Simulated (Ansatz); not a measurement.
# Cu+ with H2O: superposition error and deformation, part 2 of 2

Ansatz 0.2.0, Gaussian basis. The steps go on from the part before.

## (11) B3LYP-D4/def2-TZVPPD

The input, free-b/in.yaml:

```yaml
crystal:
  periodic: [false, false, false]
  atoms:
    - {symbol: O, position_ang: [0.022659, 0.013708, 0.187803]}
    - {symbol: H, position_ang: [0.484054, 0.702125, 0.671455]}
    - {symbol: H, position_ang: [-0.285351, -0.598871, 0.859065]}
basis:
  gaussian: {orbitals: "def2-TZVPPD.json"}
hamiltonian: {xc: {name: B3LYP}, dispersion: d4}
```

Run with:

```sh
$ ansatz run in.yaml --threads 2 --pin off --events-out ev --progress --plain --max-ram 5222MiB
```

The program printed:

```text
Functional definition: B3LYP
  name "B3LYP"
  cite "Stephens, Devlin, Chabalowski & Frisch, J. Phys. Chem. 98, 11623 (1994) doi:10.1021/j100096a001"
  cite "Becke, Phys. Rev. A 38, 3098 (1988) doi:10.1103/PhysRevA.38.3098"
  cite "Lee, Yang & Parr, Phys. Rev. B 37, 785 (1988) doi:10.1103/PhysRevB.37.785"
  cite "Vosko, Wilk & Nusair, Can. J. Phys. 58, 1200 (1980) doi:10.1139/p80-159"
  parameter a0 = 0.2
  parameter ax = 0.72
  parameter ac = 0.81
  exchange = (1 - a0 - ax)*slater_x + ax*b88_x + a0*exact_x
  correlation = (1 - ac)*vwn_rpa_c + ac*lyp_c
302 factors; their error is unknown
mean field evaluation 1: about -2076.1267 eV, gradient 5.5e1 eV
mean field evaluation 2: about -2064.1022 eV, gradient 9.7e1 eV
mean field evaluation 4: about -2080.8343 eV, gradient 4.1e-1 eV
mean field evaluation 8: about -2080.8395 eV, gradient 1.4e-3 eV
mean field -2080.83952802 eV, -76.4694422111 hartree, gradient 1.5e-5 eV, S^2 0.000000; 0 other end points of the search recorded, 0 dependent functions left out
reference -2080.83971629 eV, -76.4694491300 hartree; 5, 5 occupied and 69, 69 virtual orbitals, 302 factors
Total energy: -2080.84814210 eV, -76.4697587727 hartree
```

Run time: 0.35 s. Hardware: 2 threads of Arm Neoverse V1, shared host; peak memory 0.26 GiB.

## (12) wB97X-V/def2-TZVPPD

Edit free-b/in.yaml of step 11 so:

```diff
@@ -8,2 +8,2 @@
   gaussian: {orbitals: "def2-TZVPPD.json"}
-hamiltonian: {xc: {name: B3LYP}, dispersion: d4}
+hamiltonian: {xc: {name: wB97X-V}}
```

Run with:

```sh
$ ansatz run in.yaml --threads 2 --pin off --events-out ev --progress --plain --max-ram 5222MiB
```

The program printed, cut to the lines that bear on the results:

```text
[... 5 set-up lines as earlier in the session ...]
[...]
      + integral(e_c_pw_opposite_spin*poly(b97_u_opposite, cos0, cos1)) + vv10(b, c)
302 factors; their error is unknown
104 factors; integrals over basis functions are off by at most 2.9e-5 eV
[...]
mean field -2079.95993673 eV, -76.4371178274 hartree, gradient 3.9e-5 eV, S^2 0.000000; 0 other end points of the search recorded, 0 dependent functions left out
reference -2079.95993482 eV, -76.4371177570 hartree; 5, 5 occupied and 69, 69 virtual orbitals, 302 factors
Total energy: -2079.95993482 eV, -76.4371177570 hartree
```

It took 0.9 s on 2 threads of Arm Neoverse V1, shared host; peak memory 0.26 GiB.

## (13) wB97M-V/def2-TZVPPD

Edit free-b/in.yaml of step 12 so:

```diff
@@ -8,2 +8,2 @@
   gaussian: {orbitals: "def2-TZVPPD.json"}
-hamiltonian: {xc: {name: wB97X-V}}
+hamiltonian: {xc: {name: wB97M-V}}
```

Run with:

```sh
$ ansatz run in.yaml --threads 2 --pin off --events-out ev --progress --plain --max-ram 5222MiB
```

The program printed, cut to the lines that bear on the results:

```text
[... 5 set-up lines as earlier in the session ...]
  # Of w^i u^j: cxij and so on, Table III.
[...]
  gx(w, u) = 1 - cx + cx01*u + cx10*w
  gss(w, u) = css00 + css04*u^4 + css10*w + css20*w^2 + css43*w^4*u^3
  gos(w, u) = cos00 + cos10*w + (cos20 + cos21*u)*w^2 + (cos60 + cos61*u)*w^6
[...]
      + integral(e_c_pw_mod_opposite_spin*gos(b97_w_opposite, b97_u_opposite)) + vv10(b, c)
302 factors; their error is unknown
104 factors; integrals over basis functions are off by at most 2.9e-5 eV
[...]
mean field -2079.94006985 eV, -76.4363877329 hartree, gradient 2.3e-5 eV, S^2 0.000000; 0 other end points of the search recorded, 0 dependent functions left out
reference -2079.94011711 eV, -76.4363894697 hartree; 5, 5 occupied and 69, 69 virtual orbitals, 302 factors
Total energy: -2079.94011711 eV, -76.4363894697 hartree
```

Wall time 0.95 s (2 threads of Arm Neoverse V1, shared host); peak memory 0.26 GiB.

## (14) B2PLYP/def2-TZVPPD

Edit free-b/in.yaml of step 13 so:

```diff
@@ -8,2 +8,2 @@
   gaussian: {orbitals: "def2-TZVPPD.json"}
-hamiltonian: {xc: {name: wB97M-V}}
+hamiltonian: {xc: {name: B2PLYP}}
```

Run with:

```sh
$ ansatz run in.yaml --threads 2 --pin off --events-out ev --progress --plain --max-ram 5222MiB
```

The program printed, cut to the lines that bear on the results:

```text
[... 5 set-up lines as earlier in the session ...]
[...]
427 factors; integrals over basis functions are off by at most 1.1e-3 eV
[...]
mean field -2077.09569154 eV, -76.3318587579 hartree, gradient 5.7e-6 eV, S^2 0.000000; 0 other end points of the search recorded, 0 dependent functions left out
1 core orbitals not correlated: weight in the atoms' cores, before any rotation towards them, 1.000 or more for the frozen orbitals, at most 0.000 for the correlated occupied ones
reference -2077.09580762 eV, -76.3318630239 hartree; 4, 4 occupied and 69, 69 virtual orbitals, 427 factors
second order -8.52516181 eV of doubles, -0.00000000 eV of singles
Total energy: -2079.39760131 eV, -76.4164523818 hartree
```

It took 0.5 s on 2 threads of Arm Neoverse V1, shared host; peak memory 0.26 GiB.

## (15) BLYP-D4/def2-TZVPPD

Edit free-b/in.yaml of step 14 so:

```diff
@@ -8,2 +8,2 @@
   gaussian: {orbitals: "def2-TZVPPD.json"}
-hamiltonian: {xc: {name: B2PLYP}}
+hamiltonian: {xc: {name: BLYP}, dispersion: d4}
```

Run with:

```sh
$ ansatz run in.yaml --threads 2 --pin off --events-out ev --progress --plain --max-ram 5222MiB
```

The program printed, cut to the lines that bear on the results:

```text
Functional definition: BLYP
  name "BLYP"
[... 2 set-up lines as earlier in the session ...]
  parameter beta = 0.0042
  parameter a = 0.04918
  parameter b = 0.132
  parameter c = 0.2533
  parameter d = 0.349
  exchange = b88_x(beta = beta)
  correlation = lyp_c(a = a, b = b, c = c, d = d)
302 factors; their error is unknown
mean field evaluation 1: about -2074.1599 eV, gradient 6.3e1 eV
mean field evaluation 2: about -2037.8816 eV, gradient 1.4e2 eV
mean field evaluation 4: about -2080.3743 eV, gradient 1.2e0 eV
mean field evaluation 8: about -2080.3740 eV, gradient 1.9e-2 eV
mean field -2080.37396629 eV, -76.4523331331 hartree, gradient 1.5e-5 eV, S^2 0.000000; 0 other end points of the search recorded, 0 dependent functions left out
reference -2080.37421968 eV, -76.4523424448 hartree; 5, 5 occupied and 69, 69 virtual orbitals, 302 factors
Total energy: -2080.38706171 eV, -76.4528143808 hartree
```

Wall time 0.35 s (2 threads of Arm Neoverse V1, shared host); peak memory 0.26 GiB.

## (16) revPBE-D4/def2-TZVPPD

Edit free-b/in.yaml of step 15 so:

```diff
@@ -8,2 +8,2 @@
   gaussian: {orbitals: "def2-TZVPPD.json"}
-hamiltonian: {xc: {name: BLYP}, dispersion: d4}
+hamiltonian: {xc: {name: revPBE}, dispersion: d4}
```

Run with:

```sh
$ ansatz run in.yaml --threads 2 --pin off --events-out ev --progress --plain --max-ram 5222MiB
```

The program printed, cut to the lines that bear on the results:

```text
Functional definition: revPBE
  name "revPBE"
  cite "Zhang & Yang, Phys. Rev. Lett. 80, 890 (1998) doi:10.1103/PhysRevLett.80.890"
[... 1 set-up line as earlier in the session ...]
  parameter kappa = 1.245
[... 3 set-up lines as earlier in the session ...]
302 factors; their error is unknown
mean field evaluation 1: about -2074.6565 eV, gradient 5.9e1 eV
mean field evaluation 2: about -2045.4948 eV, gradient 1.3e2 eV
mean field evaluation 4: about -2080.1396 eV, gradient 1.1e0 eV
mean field evaluation 8: about -2080.1388 eV, gradient 2.0e-2 eV
mean field -2080.13880050 eV, -76.4436909495 hartree, gradient 1.3e-5 eV, S^2 0.000000; 0 other end points of the search recorded, 0 dependent functions left out
reference -2080.13884979 eV, -76.4436927611 hartree; 5, 5 occupied and 69, 69 virtual orbitals, 302 factors
Total energy: -2080.16462778 eV, -76.4446400845 hartree
```

It took 0.31 s on 2 threads of Arm Neoverse V1, shared host; peak memory 0.26 GiB.

## (17) B97M-V/def2-TZVPPD

Edit free-b/in.yaml of step 16 so:

```diff
@@ -8,2 +8,2 @@
   gaussian: {orbitals: "def2-TZVPPD.json"}
-hamiltonian: {xc: {name: revPBE}, dispersion: d4}
+hamiltonian: {xc: {name: B97M-V}}
```

Run with:

```sh
$ ansatz run in.yaml --threads 2 --pin off --events-out ev --progress --plain --max-ram 5222MiB
```

The program printed, cut to the lines that bear on the results:

```text
[... 5 set-up lines as earlier in the session ...]
  # Of w^i u^j: cxij and so on, Table III.
[...]
  gx(w, u) = cx00 + cx01*u + cx02*u^2 + (cx10 + cx11*u)*w
  gss(w, u) = css00 + css02*u^2 + css10*w + (css32*w^3 + css42*w^4)*u^2
  gos(w, u) = cos00 + cos01*u + cos03*u^3 + cos10*w + cos32*w^3*u^2
[...]
      + integral(e_c_pw_mod_opposite_spin*gos(b97_w_opposite, b97_u_opposite)) + vv10(b, c)
302 factors; their error is unknown
[...]
mean field -2080.01557121 eV, -76.4391623568 hartree, gradient 6.6e-5 eV, S^2 0.000000; 0 other end points of the search recorded, 0 dependent functions left out
reference -2080.01562891 eV, -76.4391644774 hartree; 5, 5 occupied and 69, 69 virtual orbitals, 302 factors
Total energy: -2080.01562891 eV, -76.4391644774 hartree
```

It took 0.9 s on 2 threads of Arm Neoverse V1, shared host; peak memory 0.26 GiB.

## (18) HSE06-D4/def2-TZVPPD

Edit free-b/in.yaml of step 17 so:

```diff
@@ -8,2 +8,2 @@
   gaussian: {orbitals: "def2-TZVPPD.json"}
-hamiltonian: {xc: {name: B97M-V}}
+hamiltonian: {xc: hse06, dispersion: d4}
```

Run with:

```sh
$ ansatz run in.yaml --threads 2 --pin off --events-out ev --progress --plain --max-ram 5222MiB
```

The program printed, cut to the lines that bear on the results:

```text
Functional definition: HSE06
  name "HSE06"
  cite "Heyd, Scuseria & Ernzerhof, J. Chem. Phys. 118, 8207 (2003) doi:10.1063/1.1564060"
  cite "Krukau, Vydrov, Izmaylov & Scuseria, J. Chem. Phys. 125, 224106 (2006) doi:10.1063/1.2404663"
  cite "Heyd & Scuseria, J. Chem. Phys. 120, 7274 (2004) doi:10.1063/1.1668634"
  cite "Ernzerhof & Perdew, J. Chem. Phys. 109, 3313 (1998) doi:10.1063/1.476928"
[... 2 set-up lines as earlier in the session ...]
[...]
  # The whole range is PBE's own exchange, as in plane waves. The composition of these papers is wPBEh.
[...]
302 factors; their error is unknown
34 factors; integrals over basis functions are off by at most 5.2e-5 eV
[...]
mean field -2078.39960651 eV, -76.3797767493 hartree, gradient 9.0e-5 eV, S^2 0.000000; 0 other end points of the search recorded, 0 dependent functions left out
reference -2078.39964570 eV, -76.3797781897 hartree; 5, 5 occupied and 69, 69 virtual orbitals, 302 factors
Total energy: -2078.40347089 eV, -76.3799187626 hartree
```

Run time: 0.4 s. Hardware: 2 threads of Arm Neoverse V1, shared host; peak memory 0.26 GiB.

## (19) CCSD(T)/def2-TZVPPD

Edit free-b/in.yaml of step 18 so:

```diff
@@ -8,2 +8,2 @@
   gaussian: {orbitals: "def2-TZVPPD.json"}
-hamiltonian: {xc: hse06, dispersion: d4}
+correlation: {method: ccsd_t}
```

Run with:

```sh
$ ansatz run in.yaml --threads 2 --pin off --events-out ev --progress --plain --max-ram 5222MiB
```

The program printed, cut to the lines that bear on the results:

```text
[... 4 set-up lines as earlier in the session ...]
[...]
427 factors; integrals over basis functions are off by at most 1.1e-3 eV
[...]
mean field -2069.80001063 eV, -76.0637474297 hartree, gradient 1.2e-6 eV, S^2 0.000000; 0 other end points of the search recorded, 0 dependent functions left out
1 core orbitals not correlated: weight in the atoms' cores, before any rotation towards them, 1.000 or more for the frozen orbitals, at most 0.000 for the correlated occupied ones
reference -2069.80001063 eV, -76.0637474297 hartree; 4, 4 occupied and 69, 69 virtual orbitals, 427 factors
second order -7.16971016 eV of doubles, -0.00000000 eV of singles
cycle   1  -7.15166004 eV  change    1.8e-2 eV  update   4.7e-2
[...]
cycle   9  -7.31584895 eV  change    1.6e-6 eV  update   2.9e-6
perturbative correction -0.21982001 eV, -0.0080782363 hartree
Total energy: -2077.33567958 eV, -76.3406781559 hartree
```

Run time: 0.75 s. Hardware: 2 threads of Arm Neoverse V1, shared host; peak memory 0.26 GiB.

## (20) The split

| method | interaction with counterpoise (kJ/mol) | without | superposition error | deformation | binding energy |
| --- | --- | --- | --- | --- | --- |
| PBE-D4 | -185.83 | -187.28 | 1.45 | 0.57 | -185.25 |
| revPBE-D4 | -170.32 | -171.73 | 1.42 | 0.66 | -169.65 |
| BLYP-D4 | -183.28 | -184.81 | 1.54 | 0.37 | -182.91 |
| r2SCAN-D4 | -191.17 | -192.38 | 1.22 | 1.04 | -190.13 |
| B97M-V | -186.19 | -187.32 | 1.13 | 1.44 | -184.75 |
| PBE0-D4 | -171.39 | -172.75 | 1.36 | 0.97 | -170.42 |
| B3LYP-D4 | -174.44 | -175.90 | 1.46 | 0.70 | -173.74 |
| HSE06-D4 | -170.86 | -172.21 | 1.35 | 0.98 | -169.88 |
| wB97X-V | -168.43 | -169.76 | 1.33 | 0.81 | -167.62 |
| wB97M-V | -167.10 | -168.31 | 1.20 | 0.88 | -166.22 |
| B2PLYP | -166.31 | -169.10 | 2.80 | 0.93 | -165.37 |
| Hartree-Fock | -122.64 | -123.85 | 1.21 | 1.49 | -121.14 |
| MP2 | -155.41 | -160.77 | 5.36 | 1.24 | -154.17 |
| CCSD | -146.54 | -151.45 | 4.90 | 1.27 | -145.27 |
| CCSD(T) | -150.32 | -156.24 | 5.92 | 1.23 | -149.09 |

## (21) Outcome

What follows sums up all 2 parts.

```
            quantity           value
interaction, CCSD(T)  -150.32 kJ/mol
 superposition error     5.92 kJ/mol
         deformation     1.23 kJ/mol
      binding energy  -149.09 kJ/mol
```

What this shows: In this basis the superposition error is 5.92 kJ/mol for CCSD(T) and 1.34 kJ/mol on average for the plain functionals: correlated methods borrow far more, since they need many more functions to converge. Deformation takes back 1 % of the interaction.
